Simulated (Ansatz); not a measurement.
**ZrCu (Pm-3m): relaxation of cell and ions, by script**

What cell does ZrCu (Pm-3m) relax to? Wanted for ZrCu (Pm-3m): a relaxation of cell and ions.

Computed with Ansatz 0.2.0 through its Python package. Level of theory: DFT r2SCAN, plane waves, PAW.

## Step 1: Starting point

Symmetry: Pm-3m, No. 221, cubic system. Conventional cell: a = 3.253 Å, b = 3.253 Å, c = 3.253 Å, α = 90.00°, β = 90.00°, γ = 90.00°. Around Zr (site symmetry m-3m) lie 8 Cu at 2.82 Å. Cu (site symmetry m-3m) is surrounded by 8 Zr at 2.82 Å.

The script holds or builds the structure itself.

## Step 2: The script

File vcrelax.py:

```python
"""Relax cell and ions of ZrCu."""

import ansatz
from ase import Atoms
from ase.io import write
import numpy as np

SETTINGS = {
    "functional": "r2scan",
    "kgrid": (7, 7, 7),
    "fmax": 0.02,
}

def edges_and_angles(cell):
    cell = np.asarray(cell)
    a, b, c = np.linalg.norm(cell, axis=1)
    cosines = cell[1] @ cell[2] / (b * c), cell[0] @ cell[2] / (a * c), cell[0] @ cell[1] / (a * b)
    return (a, b, c, *np.degrees(np.arccos(cosines)))

xtal = (
    ansatz.Lattice.from_parameters(3.252664, 3.252664, 3.252664, alpha=90.0, beta=90.0, gamma=90.0)
    .atom("Zr", (0.5, 0.5, 0.5))
    .atom("Cu", (0.0, 0.0, 0.0))
)

# part of the cell is held
calc = (
    xtal.calculation()
    .functional(SETTINGS["functional"])
    .kpoints(*SETTINGS["kgrid"])
    .basis(45 * ansatz.Ry)
    .occupations(ansatz.OccupationsMethod.GAUSSIAN)
    .relax(force_tolerance=SETTINGS["fmax"], fix_cell=["c", "angles"])
)
steps = []


def collect(event):
    if event["event"] == "relax_step":
        steps.append(event["data"])


outcome = calc.session().plan().execute(on_event=collect)
rep = outcome.report
print("step   energy (eV)     max comp. (eV/A)   P (GPa)  SCF")
for s in steps:
    print(f"{s['step']:4d} {s['lagrangian_ev']:15.5f} {s['allowed_force_max_ev_ang']:12.4f} {s['pressure_gpa']:10.3f} {s['n_scf']:5d}")

first, last = steps[0], steps[-1]
symbols = [site.symbol for site in outcome.lattice.sites]
print(f"energy gained {first['lagrangian_ev'] - last['lagrangian_ev']:.4f} eV in {len(steps) - 1} steps")
for label, vectors in (("before", first["cell_ang"]), ("after", outcome.lattice.cell_ang)):
    print(label, "a b c (A) {:.4f} {:.4f} {:.4f}  angles {:.2f} {:.2f} {:.2f}".format(*edges_and_angles(vectors)), f" V = {abs(np.linalg.det(vectors)):.3f} A^3")
print("final stress xx yy zz (GPa, compression positive):", np.round(np.diag(rep["stress_gpa"]), 3) + 0.0)

change = np.array(last["positions_ang"]) @ np.linalg.inv(last["cell_ang"]) - np.array(first["positions_ang"]) @ np.linalg.inv(first["cell_ang"])
moved = np.linalg.norm(change @ np.array(last["cell_ang"]), axis=1)
print("displacement within the cell, strain taken out (A):", " ".join(f"{s}:{d:.3f}" for s, d in zip(symbols, moved)))

relaxed = Atoms(symbols, positions=[site.position_ang for site in outcome.lattice.sites], cell=outcome.lattice.cell_ang, pbc=True)
write("relaxed.vasp", relaxed, format="vasp")

energy = rep["free_energy_ev"]
print("ZrCu: {:.6f} eV = {:.6f} Ry = {:.6f} Ha".format(energy, energy / 13.605693, energy / 27.211386))
print("Fermi level {:.4f} eV, {} k-points, {} symmetry operations".format(rep["fermi_energy_ev"], rep["n_kpoints"], rep["n_symmetry_ops"]))
```

## Step 3: The input behind the calls

The package turns the script's settings into the engine's input:

```yaml
crystal:
  lattice:
    a: 3.252664
    b: 3.252664
    c: 3.252664
    alpha: 90.0
    beta: 90.0
    gamma: 90.0
  atoms:
    - { symbol: Zr, position: [0.5, 0.5, 0.5] }
    - { symbol: Cu, position: [0.0, 0.0, 0.0] }
basis:
  ecutwfc: 612.25619053473
kpoints:
  mp_grid:
    grid: [7, 7, 7]
hamiltonian:
  xc: r2scan
scf:
  occupations:
    method: gaussian
relax:
  f_tol: 0.02
  cell:
    fix: [c, angles]
```

## Step 4: Running it

On the command line:

```console
$ python vcrelax.py
```

Q: Predict the main results. Wanted: free energy; moves of the relaxation; energy gained; last largest force component; relaxed conventional cell; space group at the end.

**Answer**, as computed:

```
                                         quantity                                                                      value
                                      free energy                                        -10826.4505 eV (-5413.2252 eV/atom)
                          moves of the relaxation                                                                          2
energy gained (ahead of the last change of basis)                                                               0.1 meV/atom
                     last largest force component                                                                0.0000 eV/Å
                        relaxed conventional cell  a = 3.257 Å, b = 3.257 Å, c = 3.257 Å, α = 90.00°, β = 90.00°, γ = 90.00°
                           space group at the end                                                                      Pm-3m
```

**Reading.** Over 2 moves the cell grew by 0.4 % in volume, and the space group stayed Pm-3m. Caveats:
- Forces vanish by symmetry, so the ions can't move, and the end may be a saddle.
- Part of the cell is held or a pressure is applied, so the end point needn't be the zero-pressure lattice.
- The mesh is modest for a metal, so energies can be off by several to tens of meV an atom and pressures by half a GPa or more; differences at equal mesh fare better.
- Only differences from the Fermi energy are physical; the zero of the scale is a convention.
- Energies along a relaxation are free energies. Rows at an unchanged volume are solved on a plane-wave basis chosen afresh for that cell, so the energy jumps there and such rows are no steps of the walk.
- The structure comes from a database of computed cells and needn't be a stable or known phase.
